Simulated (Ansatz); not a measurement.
# MnSe: the cost of one run

Method: DFT r²SCAN without U, plane waves, PAW, in Ansatz 0.2.0.

The COD entry's cell or inner coordinates are ideal or old and differ from later refinements, so a difference from it is no clean test against experiment.

## 1. The structure to begin with

It takes space group Fm-3m (No. 225, cubic). The conventional cell has a = 5.448 Å, b = 5.448 Å, c = 5.448 Å, α = 90.00°, β = 90.00°, γ = 90.00°. Around Mn (site symmetry m-3m) lie 6 Se at 2.72 Å. Around Se (site symmetry m-3m) lie 6 Mn at 2.72 Å.

Structure file:

```xyz
4
Lattice="0.0000 2.7240 2.7240 5.4480 2.7240 2.7240 5.4480 5.4480 0.0000" Properties=species:S:1:pos:R:3 pbc="T T T"
Mn    0.0000    0.0000    0.0000
Se    2.7240    2.7240    2.7240
Mn    2.7240    2.7240    0.0000
Se    5.4480    5.4480    2.7240
```

Magnetic order typed: antiferromagnetic, doubled cell 0 1/2 1/2.

An earlier series on this cell reached its lowest free state from «from atoms, symmetry kept, no search», perhaps among other starts.

## 2. From atoms, default search

Input file input.yaml:

```yaml
crystal:
  lattice:
    - [0.0, 2.72399958, 2.72399958]
    - [5.44799916, 2.72399958, 2.72399958]
    - [5.44799916, 5.44799916, 0.0]
  atoms:
    - { symbol: Mn, position: [0.0, 0.0, 0.0], spin: 5.0 }
    - { symbol: Se, position: [0.5, 0.5, 0.0] }
    - { symbol: Mn, position: [0.0, 0.0, 0.5], spin: -5.0 }
    - { symbol: Se, position: [0.5, 0.5, 0.5] }
basis:
  ecutwfc: 500
  ecutrho_ratio: 4
kpoints:
  mp_grid: { grid: [6, 6, 6] }
hamiltonian:
  xc: r2scan
scf:
  occupations: { method: gaussian, width: 0.05 }
output:
  forces: true
  stress: true
  eigenvalues: true
  populations: true
  hubbard: { sites: [{ site: 0, l: d }, { site: 2, l: d }] }
  write_density: true
  write_potential: true
  elf: true
  volumetric_format: npy
magnetization:
  spin_polarized: true
```

Started as:

```console
> ansatz run input.yaml --threads 4 --pin off --max-ram 6144MiB --backend cpu --events-out ev --progress --plain --runs-dir out
```

What time and memory should one allow on 4 threads of Intel Xeon Platinum 8488C (Sapphire Rapids), shared host?

About 12 s, with a peak of 0.81 GiB.
